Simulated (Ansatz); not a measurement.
# ZrTa2C2: the cost of one run

Computed with Ansatz 0.2.0 (DFT PBE, scalar-relativistic, plane waves, PAW, unless a step's input says otherwise).

1 further run of the same task is left out (set aside as unsound or not needed). Runs told in other sessions of the task aren't counted.

## (1) The system as given

It takes space group R-3m (No. 166, trigonal). The conventional cell has a = 3.198 Å, b = 3.198 Å, c = 23.017 Å, α = 90.00°, β = 90.00°, γ = 120.00°. Zr (site symmetry -3m) has 6 C at 2.35 Å in its first shell of neighbours. Ta (site symmetry 3m) is surrounded by 3 C at 2.18 Å. Around C (site symmetry 3m) lie 3 Ta at 2.18 Å and 3 Zr at 2.35 Å.

Coordinates:

```
Zr Ta C
1.0
     1.59882    0.92308    7.67243
    -1.59882    0.92308    7.67243
     0.00000   -1.84616    7.67243
Zr Ta C
1 2 2
Direct
  0.00000 0.00000 0.00000
  0.78024 0.78024 0.78024
  0.21976 0.21976 0.21976
  0.60354 0.60354 0.60354
  0.39646 0.39646 0.39646
```

The cell was relaxed beforehand at this level, from a generated guess; it is a trial structure. At a tolerance of 0.05 Å it has space group R-3m (No. 166); it has 13.59 Å³/atom, an uncorrected energy of -0.73 eV/atom over the elements.

## (2) Bands, states and charges

File input.yaml:

```yaml
crystal:
  lattice:
    - [1.5988174141, 0.9230776644, 7.6724260223]
    - [-1.5988174141, 0.9230776644, 7.6724260223]
    - [0.0, -1.8461553288, 7.6724260223]
  atoms:
    - { symbol: Zr, position: [0.0, 0.0, 0.0] }
    - { symbol: Ta, position: [0.7802412396, 0.7802412396, 0.7802412396] }
    - { symbol: Ta, position: [0.2197587604, 0.2197587604, 0.2197587604] }
    - { symbol: C, position: [0.6035423947, 0.6035423947, 0.6035423947] }
    - { symbol: C, position: [0.3964576053, 0.3964576053, 0.3964576053] }
basis:
  ecutwfc: 420
kpoints:
  mp_grid: { grid: [12, 12, 12] }
  band_path:
    path:
      - [[0.0, 0.0, 0.0], [0.5, 0.5, 0.5], [0.8236835, 0.1763165, 0.5]]
      - [[0.5, -0.1763165, 0.1763165], [0.5, 0.0, 0.0], [0.0, 0.0, 0.0], [0.33815825, -0.33815825, 0.0]]
      - [[0.66184175, 0.0, 0.33815825], [0.5, 0.0, 0.5], [0.0, 0.0, 0.0]]
    npoints: 14
hamiltonian:
  xc: pbe
scf:
  occupations: { method: gaussian, width: 0.1 }
  n_extra_bands: 12
output:
  forces: true
  stress: true
  eigenvalues: true
  populations: true
  dos: { projected: true, de: 0.02, nscf_kmesh: { grid: [15, 15, 15] } }
  bader: true
  write_density: true
  write_potential: true
  elf: true
  volumetric_format: npy
```

Run with:

```console
$ ansatz run input.yaml --threads 1 --pin off --max-ram 3072MiB --backend cpu --events-out ev --progress --plain --runs-dir out
```

**Question.** How long does this run take on 1 thread of Arm Neoverse V2, shared host, and how much memory does it need?

About 84 s, with a peak of 0.74 GiB.
